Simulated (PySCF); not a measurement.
# CoH15N5 ([Co(NH3)5]3+): the cost of one run

Computed with PySCF 2.14.0 and routines of our own; the level stands in each step. Atoms count from 0.

## 1. The starting structure

21 atoms, charge 3, states of the metal's open shell are computed; geometry from: model start, shaken.

## 2. Relaxing the molecule at PBE0-D3(BJ)/def2-SVP

The job: settings as JSON, then the geometry in Å.

```
{"job": {"xc": "PBE0", "basis": "def2-SVP", "d3": "d3bj", "grid": 1, "maxiter": 45, "solvent": "water", "kind": "geom"}, "charge": 3, "metal": "Co", "open_shell": "d6"}
Co     0.000020     0.004480    -0.004110
N     -0.013360    -0.006820     1.965130
H      0.943260     0.020100     2.362950
H     -0.480490     0.823450     2.375690
H     -0.469600    -0.830060     2.369900
N      0.010430    -0.020160    -1.986860
H     -0.970880    -0.019340    -2.397960
H      0.467650     0.797090    -2.366270
H      0.473530    -0.818910    -2.408090
N      1.971920    -0.000730     0.001700
H      2.347380     0.935190    -0.014680
H      2.358200    -0.455270     0.803990
H      2.369850    -0.457910    -0.824860
N     -0.991680     1.716390     0.000960
H     -1.203540     2.053910     0.962740
H     -0.501610     2.473720    -0.469390
H     -1.901560     1.674730    -0.459750
N     -1.007990    -1.713610     0.008650
H     -1.188000    -2.042530     0.941360
H     -1.881930    -1.623140    -0.481310
H     -0.475350    -2.467770    -0.469270
```

Run with:

```
> OMP_NUM_THREADS=1 python lf_run.py task.json out
```

This one command runs all jobs of the session in turn.

**Question.** How long does this first job take on 1 thread of AMD EPYC 9R45, shared host, and how much memory does it need?

About 16 min, with a peak of 1.7 GiB.
